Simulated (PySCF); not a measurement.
**GaC: bond curves at several levels of theory**

One table from this session's results is given with a row withheld; the runs are named, their logs left out.

Computed with PySCF 2.14.0. Level: Ga def2-SVP, C def2-SVP, no relativity.

The first run:

A driver script around PySCF takes these settings:

```json
{
 "atoms": "Ga, C",
 "charge": "0",
 "basis": "Ga def2-SVP, C def2-SVP",
 "Hamiltonian": "no relativity",
 "basis functions": "46",
 "electrons treated": "37",
 "masses in u": "68.9256, 12.0000",
 "levels": "PBE0, PBE, r²SCAN, BLYP, B3LYP, TPSS, HF, MP2, SCS-MP2, CCSD, CCSD(T)",
 "grid": "80 radial by 434 angular points",
 "occupations": "held fixed by the projection of orbital angular momentum",
 "dissociation limit": "Ga + C, each in its ground configuration",
 "starting distance in angstrom": "1.915",
 "values of 2S to try": "1, 3"
}
```

Launch:

```
$ OMP_NUM_THREADS=1 python dia.py task.json out
```

Among the steps run: Input; PBE0 along the bond; Excited determinants; PBE (GGA); r²SCAN; BLYP; B3LYP; TPSS; UHF; MP2 and coupled cluster.

One table of the session follows, with a row left open; its other results are not shown here.

Energy (eV) from each level's lowest point:

```
R (Å)    UHF  UHF-MP2  UHF-SCS-MP2  UHF-CCSD  UHF-CCSD(T)
1.723  0.893    0.765        0.785       n/a          n/a
1.804  0.424    0.344        0.358     0.337        0.330
1.884  0.153    0.110        0.118     0.107        0.103
1.944  0.045    0.026        0.030     0.024        0.023
2.004  0.000    0.000        0.000     0.000        0.000
2.064  0.002    0.019        0.016     0.020        0.021
2.144  0.061    0.098        0.089     0.099        0.100
2.244      ?        ?            ?         ?            ?
2.365  0.411    0.495        0.474     0.489        0.489
2.525  0.739    0.856        0.827       n/a          n/a
```

**Question.** Estimate the row for R (Å) = 2.244.

Worked estimate for «UHF». A straight line through the neighbours (2.144, 0.061) and (2.365, 0.411) gives 0.061 + (0.411 − 0.061) × (2.244 − 2.144) / (2.365 − 2.144) = 0.219; a parabola fitted to 4 rows on both sides gives 0.203.

The run gave: UHF: 0.195; UHF-MP2: 0.255; UHF-SCS-MP2: 0.241; UHF-CCSD: 0.254; UHF-CCSD(T): 0.255. In «UHF» the line misses by +0.024 and the parabola by +0.008.

Limits of these values: Lowest PBE0 solution found, without spin–orbit coupling: ⁴Σ⁻ (quartet), unpaired electrons σ ↑, π ↑↑. Warnings in the runs' records: inverted.
